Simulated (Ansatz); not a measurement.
**CH8O4Si2: up Jacob's ladder to CCSD(T)**

An exercise on one series of results from a longer session: the logs are not shown, and one member is left open.

Method: functionals in def2-TZVPP, the program's frozen cores in correlated methods; program: Ansatz 0.2.0, Gaussian basis.

Plan: PBE-D4, r2SCAN-D4, PBE0-D4, B3LYP-D4, ωB97X-V, ωB97M-V, B2PLYP; CCSD(T)/def2-TZVPP; MP2/def2-QZVPP; extrapolation to the limit.

## Structure used throughout

An earlier PBE0-D4 in a triple-zeta def2 set relaxation fixed the geometry.

SMILES `CO[Si](O)(O)O[SiH3]`, 15 atoms, charge 0, spin multiplicity 1.

Atoms are counted from 1 here; the program's logs count them from 0.

Bond lengths: C1–O2 1.411 Å, C1–H8 1.095 Å, C1–H9 1.091 Å, C1–H10 1.094 Å, O2–Si3 1.626 Å, Si3–O4 1.630 Å, Si3–O5 1.627 Å, Si3–O6 1.620 Å, O4–H11 0.958 Å, O5–H12 0.958 Å, O6–Si7 1.639 Å, Si7–H13 1.484 Å, Si7–H14 1.485 Å, Si7–H15 1.485 Å. Angles: O2–C1–H8 111.2°, O2–C1–H9 108.2°, O2–C1–H10 111.2°, H8–C1–H9 108.6°, H8–C1–H10 108.8°, H9–C1–H10 108.8°, C1–O2–Si3 124.3°, O2–Si3–O4 114.5°, O2–Si3–O5 106.5°, O2–Si3–O6 108.5°, O4–Si3–O5 108.2°, O4–Si3–O6 105.5°, O5–Si3–O6 113.8°, Si3–O4–H11 117.1°, Si3–O5–H12 116.7°, Si3–O6–Si7 142.2°, O6–Si7–H13 107.7°, O6–Si7–H14 110.9° and more.

Set-up of the first run:

in.yaml

```yaml
crystal:
  periodic: [false, false, false]
  atoms:
    - {symbol: C, position_ang: [-1.133175, -0.937000, -1.854493]}
    - {symbol: O, position_ang: [-1.570521, -0.116088, -0.793590]}
    - {symbol: Si, position_ang: [-0.578304, 0.644049, 0.246278]}
    - {symbol: O, position_ang: [0.293215, 1.853645, -0.413166]}
    - {symbol: O, position_ang: [-1.523391, 1.275447, 1.411083]}
    - {symbol: O, position_ang: [0.509745, -0.424031, 0.793893]}
    - {symbol: Si, position_ang: [2.043753, -0.534502, 1.361212]}
    - {symbol: H, position_ang: [-0.561636, -0.362500, -2.590595]}
    - {symbol: H, position_ang: [-2.012926, -1.355380, -2.345596]}
    - {symbol: H, position_ang: [-0.509781, -1.758549, -1.488448]}
    - {symbol: H, position_ang: [-0.159814, 2.683196, -0.568460]}
    - {symbol: H, position_ang: [-2.315432, 0.785347, 1.635373]}
    - {symbol: H, position_ang: [2.152529, -1.803619, 2.122777]}
    - {symbol: H, position_ang: [2.361321, 0.608400, 2.255042]}
    - {symbol: H, position_ang: [3.004398, -0.558415, 0.228710]}
basis:
  gaussian: {orbitals: def2-TZVPP}
hamiltonian: {xc: pbe, dispersion: d4}
output: {forces: true, orbitals: {seedname: orbitals}}
```

On the command line:

```sh
ansatz run in.yaml --threads 2 --pin off --events-out ev --progress --plain --max-ram 22528MiB --backend cuda --devices 0, --max-vram 18GiB
```

Among the steps run: PBE-D4 (GGA); r2SCAN-D4 (meta-GGA); PBE0-D4 (hybrid); B3LYP-D4 (hybrid); ωB97X-V (range-separated); ωB97M-V (range-separated); B2PLYP (double hybrid); CCSD(T) in def2-TZVPP; MP2 in def2-QZVPP.

One of the session's tables, all rows but one given; the rest of the session is left out.

| method | atomisation energy (kJ/mol) |
| --- | --- |
| PBE-D4 | 5950.0 |
| r2SCAN-D4 | 5919.4 |
| PBE0-D4 | 5843.2 |
| B3LYP-D4 | 5892.1 |
| ωB97X-V | 5931.9 |
| ωB97M-V | ? |
| B2PLYP | 5849.0 |
| HF/def2-TZVPP | 4298.9 |
| MP2/def2-TZVPP | 5906.5 |
| CCSD/def2-TZVPP | 5694.7 |
| CCSD(T)/def2-TZVPP | 5774.7 |
| MP2/CBS | 6081.9 |
| CCSD(T)/CBS | 5950.1 |

Estimate the missing values for ωB97M-V.

As computed: atomisation energy (kJ/mol): 5934.2. In the column «atomisation energy (kJ/mol)» it lies between ωB97X-V (5931.9) and PBE-D4 (5950.0).

To keep in mind: Free atoms (1 C, 4 O, 2 Si, 8 H) were run apart at each level; the atomisation energy is their sum less the molecule, without zero-point or spin-orbit terms.
